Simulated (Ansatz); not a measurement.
# Na₂Au₂: energies up the ladder

Aim: energies up the ladder, for Na₂Au₂, with the cost of each level.

Computed with Ansatz 0.2.0 (the levels named in each step, unless a step's input says otherwise).

## (1) The system as given

Bond lengths: Na1–Na3 3.050 Å, Au2–Na3 2.934 Å, Na3–Au4 2.937 Å. Angles: Na1–Na3–Au2 78.4°, Na1–Na3–Au4 78.2°, Au2–Na3–Au4 104.0°.

Coordinates:

```xyz
4

Na    2.2167    1.6274   -0.5776
Au    1.1911   -1.9876   -0.1397
Na   -0.1914    0.1036   -1.6638
Au   -1.4277    1.7859    0.4013
```

## (2) A rough first relaxation, PBE-D4/def2-SVPD

The input, input.yaml:

```yaml
crystal:
  periodic: [false, false, false]
  atoms:
    - { symbol: Na, position_ang: [2.21666, 1.62739, -0.57763] }
    - { symbol: Au, position_ang: [1.19108, -1.9876, -0.13966] }
    - { symbol: Na, position_ang: [-0.19138, 0.10362, -1.66381] }
    - { symbol: Au, position_ang: [-1.42769, 1.78588, 0.40132] }
basis:
  gaussian: { orbitals: def2-SVPD }
hamiltonian:
  xc: pbe
  dispersion: d4
relax:
  f_tol: 0.03
  max_steps: 200
```

The run is started by

```bash
ansatz run input.yaml --threads 4 --pin off --max-ram 10240MiB --backend cpu --events-out ev --progress --plain --runs-dir out
```

The runs that follow: Relaxation, PBE0-D4/def2-TZVPPD; Frequencies, PBE0-D4/def2-TZVPPD; Single point, PBE-D4/def2-TZVPPD; Single point, r2SCAN-D4/def2-TZVPPD; Single point, B3LYP-D4/def2-TZVPPD; Single point, wB97M-V/def2-TZVPPD; Single point, B2PLYP/def2-TZVPPD; Single point, LDA/def2-TZVPPD; Single point, PBE0-D4/def2-SVPD; Single point, PBE-D4/def2-SVPD.

Before running it: what results should come out? Wanted: Na1–Au2 at PBE0-D4/def2-TZVPPD; Na1–Na3 at PBE0-D4/def2-TZVPPD; Na1–Au4 at PBE0-D4/def2-TZVPPD; frequencies at PBE0-D4/def2-TZVPPD; energy at PBE-D4/def2-SVPD.

**Answer**, as computed:

| quantity | value |
| --- | --- |
| Na1–Au2 at PBE0-D4/def2-TZVPPD | 2.796 Å |
| Na1–Na3 at PBE0-D4/def2-TZVPPD | 3.212 Å |
| Na1–Au4 at PBE0-D4/def2-TZVPPD | 2.796 Å |
| frequencies at PBE0-D4/def2-TZVPPD | 57 to 200 cm⁻¹ |
| energy at PBE-D4/def2-SVPD | -16216.138 eV |

What this shows: No mode is imaginary, so the geometry is a minimum. These totals serve in differences with atoms or fragments at the same level; alone they don't rank the methods. Heavy atoms carry effective core potentials in def2 sets, and spin-orbit coupling is left out.
